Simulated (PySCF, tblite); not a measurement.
# C₄H₆F₅P: geometry, infrared bands and NMR shifts

What infrared bands and NMR shifts should C₄H₆F₅P (`CP(C)C(F)(F)C(F)(F)F`) show?

Computed with tblite 0.8.0 and PySCF 2.14.0, with density-fitted response routines of our own, on a single molecule in the gas phase. Atoms are numbered from 0 throughout.

**1. The starting structure**

16 atoms, charge 0, multiplicity 1; geometry from: force field or distance geometry start.

Bonds of the start (Å): C0–P1 1.83, P1–C2 1.81, P1–C3 1.81, C3–F4 1.37, C3–F5 1.35, C3–C6 1.52, C6–F7 1.36, C6–F8 1.36, C6–F9 1.35, C0–H10 1.09, C0–H11 1.11, C0–H12 1.10, C2–H13 1.09, C2–H14 1.11, C2–H15 1.08.

**2. Geometry optimisation with GFN2-xTB**

The job: settings as JSON, then the geometry in Å.

```
{"job": {"kind": "relax", "xc": "GFN2-xTB", "basis": "xTB"}, "charge": 0, "multiplicity": 1}
C     -1.771800    -0.935200     0.795100
P     -0.562800     0.433600     0.714800
C     -0.997500     1.185200    -0.875600
C      0.948100    -0.455800     0.276900
F      1.045900    -1.282700     1.367200
F      0.512700    -1.213400    -0.757800
C      2.247200     0.280600    -0.017200
F      2.661600     1.050300     1.031100
F      3.265600    -0.583400    -0.291200
F      2.122400     1.099800    -1.082300
H     -1.802500    -1.526900    -0.124800
H     -2.788600    -0.530700     0.954200
H     -1.564400    -1.603600     1.640000
H     -0.287800     1.970700    -1.151500
H     -1.998800     1.661300    -0.810400
H     -1.036900     0.458900    -1.679900
```

The run is started by

```bash
$ OMP_NUM_THREADS=1 python probes_run.py task.json out
```

The driver reads the jobs from task.json and runs them one after another.

**Question.** This job is followed by: GFN2-xTB harmonic vibrations, gas phase; GIAO PBE0/pcSseg-1 NMR shielding, non-relativistic, gas phase. What will the session give for the following? strongest single infrared mode (GFN2-xTB); zero-point energy (GFN2-xTB); 13C shifts against TMS (PBE0/pcSseg-1, means over atoms taken as alike); 1H shifts against TMS (PBE0/pcSseg-1, means over atoms taken as alike); 31P shifts against H3PO4 (PBE0/pcSseg-1); 19F shifts against CFCl3 (PBE0/pcSseg-1, means over atoms taken as alike).

**Answer**, as computed:

| quantity | value |
| --- | --- |
| strongest single infrared mode (GFN2-xTB) | 1094 cm⁻¹, 313 km/mol |
| zero-point energy (GFN2-xTB) | 61.9 kcal/mol |
| 13C shifts against TMS (PBE0/pcSseg-1, means over atoms taken as alike) | 129.5, 129.4, 10.9 ppm |
| 1H shifts against TMS (PBE0/pcSseg-1, means over atoms taken as alike) | 1.38 ppm |
| 31P shifts against H3PO4 (PBE0/pcSseg-1) | -40.5 ppm |
| 19F shifts against CFCl3 (PBE0/pcSseg-1, means over atoms taken as alike) | -92.2, -150.6 ppm |

In words: The optimisation took 52 steps and gained 0.570 eV; among the close pairs (by a distance rule), P1–C3 changed most, from 1.807 to 1.903 Å. All 42 modes are real, so the xTB geometry is a minimum. The strongest single mode, at 1094 cm⁻¹, moves mainly C6. GFN2-xTB is a fitted tight-binding method: band positions and strengths are rough. Its intensities can rank the bands wrongly.
